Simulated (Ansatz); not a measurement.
# AlGeN (singlet): wave-function methods side by side, cc-pVDZ

How much of the correlation energy of AlGeN (singlet) does each wave-function method recover here?

Computed with Ansatz 0.2.0, Gaussian basis. Level: cc-pVDZ, core rule «outside noble gas», up to 20 orbitals frozen.

To be run: UHF; CCSD(T) on RHF; BCCD(T) on RHF; CISD; CCSDT(Q) on RHF; CCSDTQ on RHF; CASSCF and MRCISD+Q, 12 electrons in 12 orbitals; CASSCF and NEVPT2, 12 electrons in 12 orbitals.

12 further runs of the same task are left out: 6 for a known fault of the program, 6 set aside as unsound or not needed.

### 1 The geometry

The geometry is a PBE0/def2-TZVP stationary point (not a proven minimum). No spin-orbit coupling is included. The filled d shell of Ge may be among the frozen orbitals whatever the setting's name suggests; the logs give the count.

3 atoms, charge 0, spin multiplicity 1.

Atoms are counted from 1 here; the program's logs count them from 0.

Bond lengths: Al1–N2 1.799 Å, N2–Ge3 1.673 Å. Angles: Al1–N2–Ge3 180.0°.

### 2 UHF

File in.yaml:

```yaml
crystal:
  periodic: [false, false, false]
  atoms:
    - {symbol: Al, position_ang: [0.000000, 0.000000, 1.757100]}
    - {symbol: N, position_ang: [0.000000, 0.000000, -0.041800]}
    - {symbol: Ge, position_ang: [0.000000, 0.000000, -1.715300]}
basis:
  gaussian: {orbitals: cc-pVDZ}
magnetization: {spin_polarized: true, initial_magnetization: 0}
hamiltonian: {xc: hf}
output: {orbitals: {seedname: orbitals}}
```

The run is started by

```
$ ansatz run in.yaml --threads 1 --pin off --events-out ev --progress --plain --max-ram 2816MiB --backend cpu
```

The runs that follow: CCSD(T) on RHF; BCCD(T) on RHF; CISD; CCSDT(Q) on RHF; CCSDTQ on RHF; CASSCF and MRCISD+Q, 12 electrons in 12 orbitals; CASSCF and NEVPT2, 12 electrons in 12 orbitals.

Before running them: what should the planned runs give, taken together? Wanted: RCCSDTQ below the RHF energy; RMP2 from RCCSDTQ; RCCSD from RCCSDTQ; RCCSD(T) from RCCSDTQ; RCCSDT(Q) from RCCSDTQ; NEVPT2 valence from RCCSDTQ; MRCISD+Q valence from RCCSDTQ; T1 diagnostic; effectively unpaired electrons.

**Answer**, as computed:

```
                         quantity            value
     RCCSDTQ below the RHF energy       -8.8081 eV
                RMP2 from RCCSDTQ  +20.30 kcal/mol
               RCCSD from RCCSDTQ  +11.21 kcal/mol
            RCCSD(T) from RCCSDTQ   +1.33 kcal/mol
           RCCSDT(Q) from RCCSDTQ   -0.23 kcal/mol
      NEVPT2 valence from RCCSDTQ  +27.54 kcal/mol
    MRCISD+Q valence from RCCSDTQ   +2.88 kcal/mol
levels within 1 kcal/mol (43 meV)        RCCSDT(Q)
                    T1 diagnostic            0.026
   effectively unpaired electrons             0.13
```

**Reading.** RCCSD(T) lands +1.33 kcal/mol from the yardstick (0.7 % of the correlation energy). One determinant dominates. Of the multireference levels listed MRCISD+Q valence comes nearest in total energy (+2.88 kcal/mol), which doesn't show that its space is the better one. These misses are within one basis, not against nature.
